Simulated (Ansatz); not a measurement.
## CH3Al2FS, SMILES [F][Al]1[AlH][CH2][S]1: a single point from an input written key by key, step by step

With the Ansatz DFT code, driven from Python.

Interactive session:
```pycon
>>> import ansatz
>>> import numpy as np
>>> deck = {
...     "crystal": {
...         "periodic": [False, False, False],
...         "atoms": [
...             {"symbol": "F", "position_ang": [-3.2002, -0.9865, 0.4944]},
...             {"symbol": "Al", "position_ang": [-1.8073, -0.0669, -0.1385]},
...             {"symbol": "Al", "position_ang": [0.183, 0.7159, 0.9965]},
...             {"symbol": "C", "position_ang": [1.1212, -0.0622, -0.6285]},
...             {"symbol": "S", "position_ang": [-0.3004, -0.379, -1.8298]},
...             {"symbol": "H", "position_ang": [0.705, 1.1186, 2.4784]},
...             {"symbol": "H", "position_ang": [1.822, 0.6234, -1.0558]},
...             {"symbol": "H", "position_ang": [1.5689, -1.0204, -0.3725]},
...         ],
...     },
...     "basis": {"gaussian": {"orbitals": "def2-SVP", "nuclear_model": "point"}},
...     "hamiltonian": {"xc": {"name": "B97M-V"}},
...     "output": {"forces": True},
... }
>>> session = ansatz.Session.from_dict(deck)
>>> summary = session.plan(threads=1).execute().report

>>> print("reference energy %16.6f eV" % summary["reference_energy_ev"])
reference energy    -27816.285152 eV
>>> print("total energy     %16.6f eV" % summary["free_energy_ev"])
total energy        -27816.285152 eV
>>> print("occupied orbitals outside the frozen core (up, down):", summary["n_occupied"], " frozen:", summary["n_frozen"], " virtual:", summary["n_virtual"])
occupied orbitals outside the frozen core (up, down): [30, 30]  frozen: 0  virtual: [67, 67]
>>> symbols = ["F", "Al", "Al", "C", "S", "H", "H", "H"]
>>> state = summary["mean_field"]["state"]
>>> print(f"mean field: {state['energy']['hartree']:.7f} Ha, <S^2> = {abs(state['spin_squared']):.4f}, stability: {state.get('stability', {}).get('kind')}")
mean field: -1022.2296248 Ha, <S^2> = 0.0000, stability: minimum
>>> forces = np.array(summary["forces_ev_ang"])
>>> print("largest force", round(float(np.linalg.norm(forces, axis=1).max()), 4), "eV/A, rms", round(float(np.sqrt((forces ** 2).mean())), 4))
largest force 2.5853 eV/A, rms 0.8853
>>> charges = summary["charge_distribution"]
>>> print("dipole moment", round(4.803205 * float(np.linalg.norm(charges["dipole_moment_e_ang"])), 3), "D")
dipole moment 2.689 D
>>> print("Mulliken:", [(s, round(q, 3)) for s, q in zip(symbols, charges["mulliken_charges_e"])])
Mulliken: [('F', -0.448), ('Al', 0.634), ('Al', 0.506), ('C', -0.391), ('S', -0.328), ('H', -0.167), ('H', 0.092), ('H', 0.101)]
```

These settings explore the input space; basis and method may be short of convergence. The geometry is a force-field or estimated start, not a minimum of this method, and the basis set is short of its limit. Timing: 16 s on 1 thread of Arm Neoverse V2, on a shared host, peak memory 0.25 GiB.

(Lines on the test bed's own set-up are left out of the output.)
